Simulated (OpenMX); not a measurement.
Crystal: NiMoIrPdW.

```
Ni Mo Pd Ir W
1.0
     4.14670    0.00000    0.00000
    -2.07335    3.59115    0.00000
     0.00000    0.00000    5.41629
Ni Mo Pd Ir W
1 1 1 1 1
Direct
  0.00000 0.00000 0.02221
  0.66667 0.33333 0.45996
  0.33333 0.66667 0.74601
  0.33333 0.66667 0.25641
  0.66667 0.33333 0.99985
```

The cell was built by a generator and needn't be a form met in nature.

Base run:

* Program: OpenMX 3.8.5
* Functional: LDA
* Potentials or basis: OpenMX 2013 LDA set, Ni6.0H-s3p2d2, Mo7.0-s3p2d2, Pd7.0-s3p2d2, Ir7.0-s3p2d2f1, W7.0-s3p2d2f1, grid cutoff 500 Ry
* k mesh: 7 × 7 × 5
* Occupations: fermi-dirac, width 0.05 eV
* Spin: collinear spin, ferromagnetic start
* Starting moments: [1.0, 1.0, 0.0, 0.6, 0.0] μB

Its results: pressure -10.6 GPa; net moment 0.00 μB per cell.

Task: The run is repeated on the same cell with these changes: functional from LDA to PBE; potentials or basis from OpenMX 2013 LDA set, Ni6.0H-s3p2d2, Mo7.0-s3p2d2, Pd7.0-s3p2d2, Ir7.0-s3p2d2f1, W7.0-s3p2d2f1, grid cutoff 500 Ry to OpenMX 2013 PBE set, Ni6.0H-s3p2d2, Mo7.0-s3p2d2, Pd7.0-s3p2d2, Ir7.0-s3p2d2f1, W7.0-s3p2d2f1, grid cutoff 500 Ry. What comes out?

Result: Pressure 2.7 GPa; net moment 0.00 μB per cell.

Caveats: the real-space grid is too coarse here: the forces don't sum to zero and aren't listed, and the energy moves when atoms move against the grid; the basis of atomic orbitals isn't converged, which shifts pressures, moduli and gaps.
